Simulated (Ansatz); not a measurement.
# Zn2CdTe3: the cost of one run

Program: Ansatz 0.2.0. Level of theory: DFT PBE, scalar-relativistic, plane waves, PAW. These are calculated values, not measurements.

2 further runs of the same task are left out: 1 that didn't finish, 1 set aside as unsound or not needed. Runs told in other sessions of the task aren't counted.

**1. The starting structure**

Symmetry: P6_3mc, No. 186, hexagonal system. Conventional cell: a = 4.457 Å, b = 4.457 Å, c = 22.111 Å, α = 90.00°, β = 90.00°, γ = 120.00°. Zn (site symmetry 3m) is surrounded by 4 Te at 2.69 to 2.71 Å. Zn (site symmetry 3m) is surrounded by 4 Te at 2.68 to 2.71 Å. Around Cd (site symmetry 3m) lie 4 Te at 2.81 to 2.85 Å. Te (site symmetry 3m) has 4 Zn at 2.69 to 2.71 Å in its first shell of neighbours. Around Te (site symmetry 3m) lie 3 Zn at 2.71 Å and 1 Cd at 2.85 Å. Te (site symmetry 3m) is surrounded by 1 Zn at 2.68 Å and 3 Cd at 2.81 Å.

Coordinates:

```cif
data_structure
_symmetry_space_group_name_H-M 'P6_3mc'
_symmetry_Int_Tables_number 186
_cell_length_a 4.4572
_cell_length_b 4.4572
_cell_length_c 22.1114
_cell_angle_alpha 90.000
_cell_angle_beta 90.000
_cell_angle_gamma 120.000
_cell_volume 380.43
loop_
_atom_site_label
_atom_site_type_symbol
_atom_site_symmetry_multiplicity
_atom_site_Wyckoff_symbol
_atom_site_fract_x
_atom_site_fract_y
_atom_site_fract_z
_atom_site_occupancy
Zn1 Zn 2 b 0.33333 0.66667 0.00314 1
Zn2 Zn 2 b 0.33333 0.66667 0.66328 1
Cd1 Cd 2 b 0.33333 0.66667 0.33540 1
Te1 Te 2 b 0.33333 0.66667 0.12461 1
Te2 Te 2 b 0.33333 0.66667 0.46427 1
Te3 Te 2 b 0.33333 0.66667 0.78431 1
```

The cell was relaxed beforehand at this level, from a generated guess; it needn't be the stable form of this composition. At a tolerance of 0.02 Å it has space group P6_3mc (No. 186); it has 31.70 Å³/atom, an uncorrected energy of -0.44 eV/atom over the elements.

**2. Bands, states and charges**

File input.yaml:

```yaml
crystal:
  lattice:
    - [4.4572321909, 0.0, 0.0]
    - [-2.2286160954, 3.8600763079, 0.0]
    - [0.0, 0.0, 22.1114411]
  atoms:
    - { symbol: Zn, position: [0.3333333333, 0.6666666667, 0.003139] }
    - { symbol: Zn, position: [0.3333333333, 0.6666666667, 0.663275] }
    - { symbol: Zn, position: [0.6666666667, 0.3333333333, 0.163275] }
    - { symbol: Zn, position: [0.6666666667, 0.3333333333, 0.503139] }
    - { symbol: Cd, position: [0.3333333333, 0.6666666667, 0.3354] }
    - { symbol: Cd, position: [0.6666666667, 0.3333333333, 0.8354] }
    - { symbol: Te, position: [0.3333333333, 0.6666666667, 0.124606] }
    - { symbol: Te, position: [0.3333333333, 0.6666666667, 0.464273] }
    - { symbol: Te, position: [0.3333333333, 0.6666666667, 0.784307] }
    - { symbol: Te, position: [0.6666666667, 0.3333333333, 0.284307] }
    - { symbol: Te, position: [0.6666666667, 0.3333333333, 0.624606] }
    - { symbol: Te, position: [0.6666666667, 0.3333333333, 0.964273] }
basis:
  ecutwfc: 420
kpoints:
  mp_grid: { grid: [6, 6, 2] }
  band_path:
    path:
      - [[0.0, 0.0, 0.0], [0.5, 0.0, 0.0], [0.33333333, 0.33333333, 0.0], [0.0, 0.0, 0.0], [0.0, 0.0, 0.5], [0.5, 0.0, 0.5], [0.33333333, 0.33333333, 0.5], [0.0, 0.0, 0.5]]
      - [[0.5, 0.0, 0.5], [0.5, 0.0, 0.0]]
      - [[0.33333333, 0.33333333, 0.5], [0.33333333, 0.33333333, 0.0]]
    npoints: 10
hamiltonian:
  xc: pbe
scf:
  occupations: { method: gaussian, width: 0.02 }
  n_extra_bands: 30
output:
  forces: true
  stress: true
  eigenvalues: true
  populations: true
  dos: { projected: true, de: 0.02, nscf_kmesh: { grid: [9, 9, 3] } }
  bader: false
```

On the command line:

```sh
$ ansatz run input.yaml --threads 4 --pin off --max-ram 8192MiB --backend cpu --events-out ev --progress --plain --runs-dir out
```

**Question.** How long does this run take on 4 threads of Intel Xeon Platinum 8375C at 2.90GHz (Ice Lake), shared host, and how much memory does it need?

About 80 s, with a peak of 2.9 GiB.
